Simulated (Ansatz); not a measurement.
# ScPd3: properties at the relaxed cell

One table from this session's results is given with a row withheld; the runs are named, their logs left out.

Computed with Ansatz 0.2.0 (DFT r2SCAN, scalar-relativistic, plane waves, PAW, unless a step's input says otherwise).

## Starting point

It takes space group Pm-3m (No. 221, cubic). Conventional cell: a = 3.974 Å, b = 3.974 Å, c = 3.974 Å, α = 90.00°, β = 90.00°, γ = 90.00°. Around Sc (site symmetry m-3m) lie 12 Pd at 2.81 Å. Pd (site symmetry 4/mmm) has 4 Sc at 2.81 Å and 8 Pd at 2.81 Å as nearest neighbours.

Coordinates:

```cif
data_structure
_symmetry_space_group_name_H-M 'Pm-3m'
_symmetry_Int_Tables_number 221
_cell_length_a 3.9742
_cell_length_b 3.9742
_cell_length_c 3.9742
_cell_angle_alpha 90.000
_cell_angle_beta 90.000
_cell_angle_gamma 90.000
_cell_volume 62.77
loop_
_atom_site_label
_atom_site_type_symbol
_atom_site_symmetry_multiplicity
_atom_site_Wyckoff_symbol
_atom_site_fract_x
_atom_site_fract_y
_atom_site_fract_z
_atom_site_occupancy
Sc1 Sc 1 a 0.00000 0.00000 0.00000 1
Pd1 Pd 3 c 0.00000 0.50000 0.50000 1
```

This cell was relaxed beforehand with the same method: volume 15.69 Å³/atom, gap on the mesh none (metal).

Set-up of the first run:

The input, input.yaml:

```yaml
crystal:
  lattice:
    - [3.9340928911, 0.0, 0.0]
    - [0.0, 3.9340928911, 0.0]
    - [0.0, 0.0, 3.9340928911]
  atoms:
    - { symbol: Sc, position: [0.0, 0.0, 0.0] }
    - { symbol: Pd, position: [0.0, 0.5, 0.5] }
    - { symbol: Pd, position: [0.5, 0.0, 0.5] }
    - { symbol: Pd, position: [0.5, 0.5, 0.0] }
basis:
  ecutwfc: 500
kpoints:
  mp_grid: { grid: [10, 10, 10] }
hamiltonian:
  xc: r2scan
scf:
  occupations: { method: gaussian, width: 0.1 }
output:
  forces: true
  stress: true
  eigenvalues: true
  write_density: true
  write_potential: true
  elf: true
  volumetric_format: npy
```

Run with:

```sh
$ ansatz run input.yaml --threads 1 --pin off --max-ram 2560MiB --backend cpu --events-out ev --progress --plain --runs-dir out
```

Among the steps run: Volume × 0.97; Volume × 1.03; Point at V/V0 = 0.94; Point at V/V0 = 1.06; Volume × 0.91; Volume × 1.10; Point at V/V0 = 0.88.

One table of the session follows, with a row left open; its other results are not shown here.

It belongs to the step «Energy against volume». 

```
volume (Å³/atom)  energy above the lowest point (meV/atom)  pressure (GPa)
          13.810                                     144.3           27.81
          14.281                                         ?               ?
          14.751                                      31.7           11.44
          15.222                                       7.5            5.21
          15.693                                       0.0           -0.02
          16.164                                       6.7           -4.40
          16.634                                      25.1           -8.06
          17.262                                      64.8          -12.02
```

Q: Estimate the row for volume (Å³/atom) = 14.281 from the others.

Worked estimate for «energy above the lowest point (meV/atom)». A straight line through the neighbours (13.810, 144.3) and (14.751, 31.7) gives 144.3 + (31.7 − 144.3) × (14.281 − 13.810) / (14.751 − 13.810) = 87.9; a parabola fitted to 3 rows on both sides gives 77.2.

As computed: energy above the lowest point (meV/atom): 76.0; pressure (GPa): 18.89. In «energy above the lowest point (meV/atom)» the line misses by +11.9 and the parabola by +1.2.
